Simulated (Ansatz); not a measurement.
# CH7B2NSi: the cost of one run

Program: Ansatz 0.2.0. Level of theory: RKS PBE0/6-31G. These are calculated values, not measurements.

**1. The system as given**

Bond lengths: C1–B2 1.542 Å, B2–B3 1.705 Å, B3–N4 1.600 Å, B2–Si5 1.898 Å, N4–Si5 1.813 Å, C1–H6 1.184 Å, C1–H7 1.083 Å, C1–H8 1.096 Å, B3–H9 1.243 Å, N4–H10 1.020 Å, Si5–H11 1.443 Å, Si5–H12 1.459 Å. Angles (14 of 21 angles, heavy atoms first): C1–B2–B3 136.3°, C1–B2–Si5 136.2°, B3–B2–Si5 87.5°, B2–B3–N4 96.0°, B3–N4–Si5 93.7°, B2–Si5–N4 82.9°, B2–C1–H6 108.3°, B2–C1–H7 112.3°, B2–C1–H8 109.8°, B2–B3–H9 134.4°, N4–B3–H9 129.5°, B3–N4–H10 105.5°, Si5–N4–H10 105.8°, B2–Si5–H11 112.1°.

Coordinates:

```xyz
12

C    -1.8462   -0.0844    0.5710
B    -0.3732    0.0968    0.1529
B     1.0125    0.8409    0.8121
N     2.0160    0.3771   -0.3447
Si    0.7256   -0.4862   -1.2807
H    -2.3502    0.9851    0.6320
H    -1.9434   -0.5505    1.5437
H    -2.3926   -0.6146   -0.2170
H     1.2496    1.4598    1.8631
H     2.5930   -0.3535    0.0709
H     0.4202    0.1989   -2.5134
H     0.9656   -1.9247   -1.2559
```

**2. Relaxing end A**

File input.yaml:

```yaml
crystal:
  periodic: [false, false, false]
  atoms:
    - { symbol: C, position_ang: [-1.8462, -0.0844, 0.571] }
    - { symbol: B, position_ang: [-0.3732, 0.0968, 0.1529] }
    - { symbol: B, position_ang: [1.0125, 0.8409, 0.8121] }
    - { symbol: "N", position_ang: [2.016, 0.3771, -0.3447] }
    - { symbol: Si, position_ang: [0.7256, -0.4862, -1.2807] }
    - { symbol: H, position_ang: [-2.3502, 0.9851, 0.632] }
    - { symbol: H, position_ang: [-1.9434, -0.5505, 1.5437] }
    - { symbol: H, position_ang: [-2.3926, -0.6146, -0.217] }
    - { symbol: H, position_ang: [1.2496, 1.4598, 1.8631] }
    - { symbol: H, position_ang: [2.593, -0.3535, 0.0709] }
    - { symbol: H, position_ang: [0.4202, 0.1989, -2.5134] }
    - { symbol: H, position_ang: [0.9656, -1.9247, -1.2559] }
basis:
  gaussian: { orbitals: "6-31G" }
hamiltonian:
  xc: pbe0
relax:
  f_tol: 0.015
  max_steps: 40
```

The run is started by

```console
ansatz run input.yaml --threads 1 --pin off --max-ram 2048MiB --backend cpu --events-out ev --progress --plain --runs-dir out
```

Q: Estimate wall time and peak memory on 1 thread of Arm Neoverse V1, shared host.

About 98 s, with a peak of 0.16 GiB.
